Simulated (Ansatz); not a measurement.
**FH5O5W: taking an electron away**

The task here is to estimate one member of a computed series from the others.

Program: Ansatz 0.2.0, Gaussian basis. Level of theory: unrestricted cation, the program's frozen cores in correlated methods. These are calculated values, not measurements.

The runs, in order: UKS PBE-D4/def2-TZVPP; UKS r2SCAN-D4/def2-TZVPP; UKS PBE0-D4/def2-TZVPP; UKS B3LYP-D4/def2-TZVPP; UKS wB97X-V/def2-TZVPP; UKS wB97M-V/def2-TZVPP; UKS B2PLYP/def2-TZVPP; UHF-CCSD(T)/def2-TZVPP; UHF-MP2/def2-QZVPP; extrapolation to the limit; then −ε(HOMO) from the neutral's earlier runs with LDA (SPW92), PBE-D4, revPBE-D4, BLYP-D4, r2SCAN-D4, B97M-V, PBE0-D4, B3LYP-D4, r2SCANh-D4, r2SCAN0-D4, HSE06-D4, BHLYP-D4, CAM-B3LYP-D4, LC-ωPBE, ωB97X-V, ωB97M-V.

## The relaxed structure

The geometry comes from an earlier relaxation with PBE0-D4 in a triple-zeta def2 set; it is a stationary point, not always the lowest conformer. W takes the def2 core potential; no spin-orbit term is included.

SMILES `[OH][W]([OH])([OH])([OH])([OH])[F]`, 12 atoms, charge 0, spin multiplicity 1.

Atoms are counted from 1 here; the program's logs count them from 0.

Bond lengths: O1–W2 1.888 Å, O1–H8 0.960 Å, W2–O3 1.880 Å, W2–O4 1.861 Å, W2–O5 1.929 Å, W2–O6 1.935 Å, W2–F7 1.903 Å, O3–H9 0.963 Å, O4–H10 0.960 Å, O5–H11 0.961 Å, O6–H12 0.960 Å. Angles: W2–O1–H8 123.0°, O1–W2–O3 90.4°, O1–W2–O4 91.3°, O1–W2–O5 104.8°, O1–W2–O6 164.2°, O1–W2–F7 82.6°, O3–W2–O4 97.6°, O3–W2–O5 164.9°, O3–W2–O6 78.4°, O3–W2–F7 99.7°, O4–W2–O5 82.6°, O4–W2–O6 101.1°, O4–W2–F7 161.8°, O5–W2–O6 86.7°, O5–W2–F7 82.3°, O6–W2–F7 88.2°, W2–O3–H9 118.2°, W2–O4–H10 124.1° and more.

The first run:

The input, in.yaml:

```yaml
crystal:
  periodic: [false, false, false]
  atoms:
    - {symbol: O, position_ang: [0.148477, -2.017174, -0.219957]}
    - {symbol: W, position_ang: [0.080185, -0.155131, 0.081751]}
    - {symbol: O, position_ang: [1.553146, -0.276773, 1.244302]}
    - {symbol: O, position_ang: [-1.257833, -0.366532, 1.357562]}
    - {symbol: O, position_ang: [-1.392216, 0.464242, -0.999761]}
    - {symbol: O, position_ang: [0.538045, 1.709210, 0.327908]}
    - {symbol: F, position_ang: [0.994194, -0.098693, -1.586464]}
    - {symbol: H, position_ang: [0.759448, -2.424067, -0.839176]}
    - {symbol: H, position_ang: [1.959338, 0.541057, 1.550555]}
    - {symbol: H, position_ang: [-2.197613, -0.360371, 1.159252]}
    - {symbol: H, position_ang: [-1.177486, 0.652207, -1.917820]}
    - {symbol: H, position_ang: [-0.007684, 2.332045, -0.158150]}
basis:
  gaussian: {orbitals: def2-TZVPP}
total_charge: 1
magnetization: {spin_polarized: true, initial_magnetization: 1}
hamiltonian: {xc: pbe, dispersion: d4}
```

Among the steps run: Cation, UKS PBE-D4/def2-TZVPP; Cation, UKS r2SCAN-D4/def2-TZVPP; Cation, UKS PBE0-D4/def2-TZVPP; Cation, UKS B3LYP-D4/def2-TZVPP; Cation, UKS wB97X-V/def2-TZVPP; Cation, UKS wB97M-V/def2-TZVPP; Cation, UKS B2PLYP (frozen core)/def2-TZVPP; Cation, UHF-CCSD(T)/def2-TZVPP; Cation, UHF-MP2/def2-QZVPP.

One of the session's tables, all rows but one given; the rest of the session is left out.

It belongs to the step «Ionisation energies side by side». Orbital estimates, from the neutral's runs:

```
  functional  −ε(HOMO) (eV)
 LDA (SPW92)           7.53
      PBE-D4           7.31
   revPBE-D4           7.22
     BLYP-D4           7.23
   r2SCAN-D4           7.72
      B97M-V           7.81
     PBE0-D4           9.02
    B3LYP-D4           8.76
  r2SCANh-D4           8.35
  r2SCAN0-D4           9.31
    HSE06-D4           8.61
    BHLYP-D4          10.68
CAM-B3LYP-D4          10.51
     LC-ωPBE              ?
     ωB97X-V          11.49
     ωB97M-V          11.43
```

**Question.** Estimate the row for LC-ωPBE.

As computed: −ε(HOMO) (eV): 11.84. In the column «−ε(HOMO) (eV)» it is the highest.

Caveats from the session: The cation may have settled in a state other than its lowest; no search over hole states beyond the program's own was made.
